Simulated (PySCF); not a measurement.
# CH7GeN: the cost of one run

Programs: PySCF 2.14.0, with density-fitted response routines of our own. Each step states its level of theory. These are calculated values for one molecule in the gas phase, unless marked as measured. Atoms count from 0, in the outputs and in this text.

## (1) Starting geometry

10 atoms, charge 0, multiplicity 1; geometry from: PBE0-D3(BJ)/def2-SVP.

Bonds of the start (Å): C0–Ge1 1.95, Ge1–N2 1.84, C0–H3 1.10, C0–H4 1.10, C0–H5 1.10, Ge1–H6 1.54, Ge1–H7 1.55, N2–H8 1.02, N2–H9 1.02.

## (2) Shielding tensors: HF/pcSseg-2

What the job is given:

```
{"job": {"kind": "nmr", "xc": "HF", "basis": "pcSseg-2", "pop": false}, "charge": 0, "multiplicity": 1}
C     -1.313176    -0.179095     0.395468
Ge     0.383669     0.666046    -0.045257
N      1.712311    -0.579551     0.237585
H     -2.139462     0.542504     0.318516
H     -1.277569    -0.574028     1.420710
H     -1.518572    -1.012067    -0.293296
H      0.697409     1.840941     0.902852
H      0.326739     1.214821    -1.497530
H      1.655352    -1.391774    -0.372222
H      2.653446    -0.201281     0.161016
```

With the program's defaults for keys left out, this is: GIAO HF/pcSseg-2 NMR shielding, non-relativistic, gas phase.

On the command line:

```console
$ OMP_NUM_THREADS=1 python probes_run.py task.json out
```

The driver reads the jobs from task.json and runs them one after another.

**Question.** How long does this first job take on 1 thread of Arm Neoverse V2, shared host, and how much memory does it need?

About 10 s, with a peak of 0.86 GiB.
